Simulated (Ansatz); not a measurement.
Pd3I:

```xyz
4
Lattice="-2.1469 2.1469 3.8759 2.1469 -2.1469 3.8759 2.1469 2.1469 -3.8759" Properties=species:S:1:pos:R:3 pbc="T T T"
I     0.0000    0.0000    0.0000
Pd    0.0000    0.0000    3.8759
Pd    2.1469    0.0000    1.9380
Pd    0.0000    2.1469    1.9380
```

The cell comes from a database or a generator and needn't be the stable form of this composition.

| Item | Value |
| --- | --- |
| Program | Ansatz 0.2.0 |
| Task | single point |
| Functional | PBE |
| Potentials or basis | Ansatz PAW |
| Cutoff | 420 eV (not typed: the program's choice for these potentials) |
| k mesh | 9 × 9 × 9 |
| Occupations | fermi-dirac, width 0.05 eV |
| Spin | no spin polarisation |

On this cell: pressure -0.3 GPa; largest force under 0.003 eV/Å; band gap on the k mesh none (metal or under the smearing width).

The same run follows on a disturbed copy (atoms moved at random, drawn with an rms of 0.05 Å):

```
I Pd
1.0
    -2.14695    2.14695    3.87591
     2.14695   -2.14695    3.87591
     2.14695    2.14695   -3.87591
I Pd
1 3
Direct
  0.99574 0.99675 0.99153
  0.50205 0.50233 0.00109
  0.24364 0.73399 0.48393
  0.74768 0.25410 0.50393
```

Q: What does the disturbed cell give?

A: The energy (extrapolated to zero smearing) moves by +2.6 meV/atom; pressure -0.1 GPa; largest force 0.242 eV/Å; band gap on the k mesh none (metal or under the smearing width).

Forces on the atoms (eV/Å):
```
I   -0.022 -0.015 -0.033
Pd  -0.036 -0.027 -0.145
Pd   0.215  0.046  0.100
Pd  -0.157 -0.004  0.077
```

Stress tensor (GPa, compression positive):
```
-0.09  0.02 -0.21
 0.02  0.00  0.03
-0.21  0.03 -0.31
```

Caveats: an odd number of electrons without spin polarisation forces a metal; a magnetic or distorted state may lie lower.
